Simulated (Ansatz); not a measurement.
# C2H5BOSe: one species, many methods

One table from this session's results is given with a row withheld; the runs are named, their logs left out.

Method: functionals in def2-TZVPP, the program's frozen cores in correlated methods; program: Ansatz 0.2.0, Gaussian basis.

Levels to be run: PBE-D4, r2SCAN-D4, PBE0-D4, B3LYP-D4, ωB97X-V, ωB97M-V, B2PLYP; CCSD(T)/def2-TZVPP; MP2/def2-QZVPP; extrapolation to the limit.

### The relaxed structure

An earlier PBE0-D4 in a triple-zeta def2 set relaxation fixed the geometry.

10 atoms, charge 0, spin multiplicity 1.

Atoms are counted from 1 here; the program's logs count them from 0.

Bond lengths: O1–B2 1.346 Å, O1–H6 0.961 Å, B2–C3 1.571 Å, B2–Se5 1.963 Å, C3–C4 1.539 Å, C3–H7 1.094 Å, C3–H8 1.094 Å, C4–Se5 1.990 Å, C4–H9 1.088 Å, C4–H10 1.088 Å. Angles: B2–O1–H6 114.6°, O1–B2–C3 130.3°, O1–B2–Se5 133.3°, C3–B2–Se5 96.3°, B2–C3–C4 95.9°, B2–C3–H7 114.1°, B2–C3–H8 114.1°, C4–C3–H7 112.8°, C4–C3–H8 112.9°, H7–C3–H8 107.0°, C3–C4–Se5 96.3°, C3–C4–H9 114.8°, C3–C4–H10 114.8°, Se5–C4–H9 110.0°, Se5–C4–H10 110.0°, H9–C4–H10 109.9°, B2–Se5–C4 71.5°.

Set-up of the first run:

Contents of in.yaml:

```yaml
crystal:
  periodic: [false, false, false]
  atoms:
    - {symbol: O, position_ang: [-1.955539, 0.097315, 1.197492]}
    - {symbol: B, position_ang: [-0.912722, 0.160518, 0.349030]}
    - {symbol: C, position_ang: [0.526774, -0.459365, 0.458747]}
    - {symbol: C, position_ang: [1.035295, 0.085522, -0.887838]}
    - {symbol: Se, position_ang: [-0.646281, 1.020011, -1.395731]}
    - {symbol: H, position_ang: [-2.740483, 0.565413, 0.901989]}
    - {symbol: H, position_ang: [1.107083, -0.094123, 1.311185]}
    - {symbol: H, position_ang: [0.540880, -1.552166, 0.507577]}
    - {symbol: H, position_ang: [1.276678, -0.675486, -1.626962]}
    - {symbol: H, position_ang: [1.851414, 0.801059, -0.812588]}
basis:
  gaussian: {orbitals: def2-TZVPP}
hamiltonian: {xc: pbe, dispersion: d4}
output: {forces: true, orbitals: {seedname: orbitals}}
```

Run with:

```
$ ansatz run in.yaml --threads 4 --pin off --events-out ev --progress --plain --max-ram 10444MiB
```

Among the steps run: PBE-D4 (GGA); r2SCAN-D4 (meta-GGA); PBE0-D4 (hybrid); B3LYP-D4 (hybrid); ωB97X-V (range-separated); ωB97M-V (range-separated); B2PLYP (double hybrid); CCSD(T) in def2-TZVPP; MP2 in def2-QZVPP.

One of the session's tables, all rows but one given; the rest of the session is left out.

| method | atomisation energy (kJ/mol) |
| --- | --- |
| PBE-D4 | 4134.6 |
| r2SCAN-D4 | 4048.7 |
| PBE0-D4 | 4055.8 |
| B3LYP-D4 | 4009.9 |
| ωB97X-V | 4022.2 |
| ωB97M-V | 4025.7 |
| B2PLYP | 3977.5 |
| HF/def2-TZVPP | 2927.1 |
| MP2/def2-TZVPP | 4016.7 |
| CCSD/def2-TZVPP | ? |
| CCSD(T)/def2-TZVPP | 3917.5 |
| MP2/CBS | 4116.5 |
| CCSD(T)/CBS | 4017.3 |

Estimate the missing values for CCSD/def2-TZVPP.

As computed: atomisation energy (kJ/mol): 3848.1. In the column «atomisation energy (kJ/mol)» it lies between HF/def2-TZVPP (2927.1) and CCSD(T)/def2-TZVPP (3917.5).

Among the levels timed on like hardware and quicker than the yardstick, those that no quicker one beats, quickest first: PBE-D4 (2.7 s, +117.3 kJ/mol); PBE0-D4 (3.2 s, +38.5 kJ/mol); r2SCAN-D4 (5 s, +31.4 kJ/mol); B3LYP-D4 (5.5 s, -7.4 kJ/mol); ωB97X-V (8.5 s, +4.9 kJ/mol).

B2PLYP carry no dispersion term (for B3LYP, D4 adds 36.1 kJ/mol).

Limits of these values: All levels share the lack of spin-orbit coupling, which lowers the free heavy atoms and so the true binding.
